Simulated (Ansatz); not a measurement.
**C₂H₄BBr: one species, many methods**

Aim: compute C₂H₄BBr with functionals from several rungs and with coupled cluster, and see how far each lands from CCSD(T) at the basis-set limit for the atomisation energy.

The runs use Ansatz 0.2.0, Gaussian basis; functionals in def2-TZVPP, the program's frozen cores in correlated methods.

The runs, in order: LDA (SPW92), PBE-D4, revPBE-D4, BLYP-D4, r2SCAN-D4, B97M-V, PBE0-D4, B3LYP-D4, r2SCANh-D4, r2SCAN0-D4, HSE06-D4, BHLYP-D4, CAM-B3LYP-D4, LC-ωPBE, ωB97X-V, ωB97M-V, B2PLYP, PBE-QIDH; CCSD(T)/def2-SVP; CCSD(T)/def2-TZVPP; MP2/def2-QZVPP; extrapolation to the limit; RPA on PBE.

**1. The relaxed structure**

All runs share one geometry, relaxed beforehand with PBE0-D4 in a triple-zeta def2 set.

SMILES `BrB1CC1`, 8 atoms, charge 0, spin multiplicity 1.

Atoms are counted from 1 here; the program's logs count them from 0.

Bond lengths: Br1–B2 1.873 Å, B2–C3 1.513 Å, B2–C4 1.513 Å, C3–C4 1.559 Å, C3–H5 1.086 Å, C3–H6 1.086 Å, C4–H7 1.086 Å, C4–H8 1.086 Å. Angles: Br1–B2–C3 149.0°, Br1–B2–C4 149.0°, C3–B2–C4 62.0°, B2–C3–C4 59.0°, B2–C3–H5 120.3°, B2–C3–H6 120.3°, C4–C3–H5 117.1°, C4–C3–H6 117.1°, H5–C3–H6 112.7°, B2–C4–C3 59.0°, B2–C4–H7 120.3°, B2–C4–H8 120.3°, C3–C4–H7 117.1°, C3–C4–H8 117.1°, H7–C4–H8 112.7°.

**2. LDA**

This LDA is Slater exchange with PW92 correlation.

File in.yaml:

```yaml
crystal:
  periodic: [false, false, false]
  atoms:
    - {symbol: Br, position_ang: [-2.586709, 0.831441, -0.543560]}
    - {symbol: B, position_ang: [-0.837849, 0.267135, -0.182422]}
    - {symbol: C, position_ang: [0.591375, 0.617208, 0.170721]}
    - {symbol: C, position_ang: [0.155341, -0.865042, -0.035245]}
    - {symbol: H, position_ang: [1.250961, 1.047947, -0.577412]}
    - {symbol: H, position_ang: [0.847208, 0.922377, 1.181516]}
    - {symbol: H, position_ang: [0.537863, -1.376316, -0.914193]}
    - {symbol: H, position_ang: [0.133912, -1.501850, 0.844694]}
basis:
  gaussian: {orbitals: def2-TZVPP}
hamiltonian: {xc: lda}
output: {orbitals: {seedname: orbitals}}
```

Run with:

```console
$ ansatz run in.yaml --threads 2 --pin off --events-out ev --progress --plain --max-ram 4352MiB
```

The runs that follow: PBE-D4 (GGA); revPBE-D4 (GGA); BLYP-D4 (GGA); r2SCAN-D4 (meta-GGA); B97M-V (meta-GGA); B3LYP-D4 (hybrid); r2SCANh-D4 (hybrid); r2SCAN0-D4 (hybrid); HSE06-D4 (hybrid); BHLYP-D4 (hybrid); CAM-B3LYP-D4 (range-separated); LC-ωPBE (range-separated); ωB97X-V (range-separated); ωB97M-V (range-separated); B2PLYP (double hybrid); PBE-QIDH (double hybrid); CCSD(T) in def2-SVP; CCSD(T) in def2-TZVPP; MP2 in def2-QZVPP; RPA on PBE orbitals.

Q: Predict the results of all the runs planned. Wanted: atomisation energy, CCSD(T)/CBS; farthest beyond LDA; mean size of error, GGA; mean size of error, meta-GGA; mean size of error, hybrid; mean size of error, range-separated; mean size of error, double hybrid; gap, smallest and largest; T1 diagnostic.

As calculated:

```
                               quantity                                                                                      value
        atomisation energy, CCSD(T)/CBS                                                                                  31.431 eV
    functionals within 0.314 eV (1.0 %)  revPBE-D4, BLYP-D4, B3LYP-D4, r2SCAN0-D4, CAM-B3LYP-D4, LC-ωPBE, ωB97X-V, ωB97M-V, B2PLYP
                    farthest beyond LDA                                                                         PBE-D4 (+1.054 eV)
                mean size of error, GGA                                                                                   0.443 eV
           mean size of error, meta-GGA                                                                                   0.442 eV
             mean size of error, hybrid                                                                                   0.407 eV
    mean size of error, range-separated                                                                                   0.208 eV
      mean size of error, double hybrid                                                                                   0.245 eV
              gap, smallest and largest                                                  3.56 eV (LDA (SPW92)), 10.92 eV (LC-ωPBE)
                          T1 diagnostic                                                                                     0.0098
triples share of the correlation energy                                                                                      3.9 %
```

LDA overbinds by 4.847 eV (15 %). PBE-D4 is off by +1.054 eV. Double hybrids carry the basis error of their MP2 part in triple zeta, and no dispersion term here, so their miss is partly the set-up's. The rungs range-separated, double hybrid miss on average by less than the doubt on the reference (0.314 eV), so they tie. The reference freezes the cores and leaves out relativity and excitations past (T), and its outer-core shells are covered unevenly, so misses under about 0.314 eV can't be ranked. All levels share the lack of spin-orbit coupling, which lowers the free heavy atoms and so the true binding. Hartree-Fock recovers 75 % of the binding; the rest is correlation. CCSD(T) in def2-SVP is off by -1.249 eV, worse than the median functional, from the basis alone. The gap grows from 3.6 to 10.9 eV across the functionals, mostly with the share of exact exchange. Correlated methods include outer-core shells of Br, which these sets cover unevenly.
